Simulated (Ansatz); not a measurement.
# GdBr2: the cost of one run

Program: Ansatz 0.2.0. Level of theory: DFT PBE, scalar-relativistic, plane waves, PAW. These are calculated values, not measurements.

### 1 The starting structure

Symmetry: Fd-3m, No. 227, cubic system. Conventional cell: a = 8.920 Å, b = 8.920 Å, c = 8.920 Å, α = 90.00°, β = 90.00°, γ = 90.00°. Gd (site symmetry -43m) is surrounded by 12 Br at 3.70 Å and 4 Gd at 3.86 Å. Br (site symmetry -3m) has 6 Br at 3.15 Å and 6 Gd at 3.70 Å in its first shell of neighbours.

As a file:

```xyz
6
Lattice="0.0000 4.4598 4.4598 4.4598 0.0000 4.4598 4.4598 4.4598 0.0000" Properties=species:S:1:pos:R:3 pbc="T T T"
Gd    0.0000    0.0000    0.0000
Gd    2.2299    2.2299    2.2299
Br    5.5748    5.5748    5.5748
Br    5.5748    3.3449    3.3449
Br    3.3449    3.3449    5.5748
Br    3.3449    5.5748    3.3449
```

Recipe of the guess: species swapped into a database cell of EuRh2 (Fd-3m, No. 227), with Gd on the Eu sites and Br on the Rh sites. Lengths come from tabulated atomic sizes and are only a guess.

### 2 The guess as it stands, on a coarse mesh

Contents of input.yaml:

```yaml
crystal:
  lattice:
    - [0.0, 4.45982384, 4.45982384]
    - [4.45982384, 0.0, 4.45982384]
    - [4.45982384, 4.45982384, 0.0]
  atoms:
    - { symbol: Gd, position: [0.0, 0.0, 0.0], spin: 7.0 }
    - { symbol: Gd, position: [0.25, 0.25, 0.25], spin: 7.0 }
    - { symbol: Br, position: [0.625, 0.625, 0.625] }
    - { symbol: Br, position: [0.125, 0.625, 0.625] }
    - { symbol: Br, position: [0.625, 0.625, 0.125] }
    - { symbol: Br, position: [0.625, 0.125, 0.625] }
basis:
  ecutwfc: 420
kpoints:
  mp_grid: { grid: [4, 4, 4] }
hamiltonian:
  xc: pbe
scf:
  occupations: { method: gaussian, width: 0.1 }
  lower_state_search: "off"
output:
  forces: true
  stress: true
  eigenvalues: true
  populations: true
magnetization:
  spin_polarized: true
```

Launch:

```sh
ansatz run input.yaml --threads 1 --pin off --max-ram 2560MiB --backend cpu --events-out ev --progress --plain --runs-dir out
```

What time and memory should one allow on 1 thread of Intel Xeon 6975P-C (Granite Rapids), shared host?

About 21 s, with a peak of 0.58 GiB.
